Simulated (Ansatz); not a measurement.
# AlClFH5OSi: the cost of one run

All numbers below are computed with Ansatz 0.2.0 (RKS PBE0-D4/def2-SVP).

### 1 Starting point

Bond lengths: Si1–H3 1.460 Å, Si1–F4 1.589 Å, Si1–Cl5 2.128 Å, Si1–O6 1.980 Å, Cl5–Al7 2.152 Å, O6–Al7 1.780 Å, Al7–H8 1.560 Å, Al7–H9 1.560 Å. Angles: H3–Si1–F4 109.5°, H3–Si1–Cl5 109.5°, H3–Si1–O6 75.8°, F4–Si1–Cl5 109.5°, F4–Si1–O6 173.4°, Cl5–Si1–O6 64.4°, Si1–Cl5–Al7 102.4°, Si1–O6–Al7 125.0°, Cl5–Al7–O6 67.0°, Cl5–Al7–H8 121.9°, Cl5–Al7–H9 82.1°, O6–Al7–H8 120.0°, O6–Al7–H9 120.0°, H8–Al7–H9 120.0°.

Coordinates:

```xyz
10

Si    0.0000    0.0000    0.0000
H     0.0000    0.0000    1.8100
H     1.3768    0.0000   -0.4862
F    -0.7489    1.2974   -0.5295
Cl   -1.0032   -1.7381   -0.7093
O     0.7368   -1.7285    0.6243
Al   -0.0477   -3.3113    0.4057
H     0.7209   -4.4722   -0.2981
H    -1.5037   -3.5377    0.9180
H     0.3766   -0.8836    1.7351
```

### 2 Pulling towards end A

Springs on the bonds that form and break draw the guess towards this end; the thresholds are loose.

The input, input.yaml:

```yaml
crystal:
  periodic: [false, false, false]
  atoms:
    - { symbol: Si, position_ang: [0.0, 0.0, 0.0] }
    - { symbol: H, position_ang: [0.0, 0.0, 1.81] }
    - { symbol: H, position_ang: [1.3768, 0.0, -0.4862] }
    - { symbol: F, position_ang: [-0.7489, 1.2974, -0.5295] }
    - { symbol: Cl, position_ang: [-1.0032, -1.7381, -0.7093] }
    - { symbol: O, position_ang: [0.7368, -1.7285, 0.6243] }
    - { symbol: Al, position_ang: [-0.0477, -3.3113, 0.4057] }
    - { symbol: H, position_ang: [0.7209, -4.4722, -0.2981] }
    - { symbol: H, position_ang: [-1.5037, -3.5377, 0.918] }
    - { symbol: H, position_ang: [0.3766, -0.8836, 1.7351] }
basis:
  gaussian: { orbitals: def2-SVP }
hamiltonian:
  xc: pbe0
  dispersion: d4
relax:
  f_tol: 0.15
  max_steps: 25
  restrain:
    - { distance: [0, 5], at: 2.88, k: 30.0 }
    - { distance: [9, 1], at: 1.86, k: 30.0 }
    - { distance: [0, 1], at: 1.46, k: 30.0 }
    - { distance: [9, 5], at: 1.01, k: 30.0 }
output:
  orbitals: {}
```

Run with:

```
$ ansatz run input.yaml --threads 2 --pin off --max-ram 3072MiB --backend cpu --events-out ev --progress --plain --runs-dir out
```

**Question.** How long does this run take on 2 threads of Intel Xeon Platinum 8375C at 2.90GHz (Ice Lake), shared host, and how much memory does it need?

About 30 s, with a peak of 0.27 GiB.
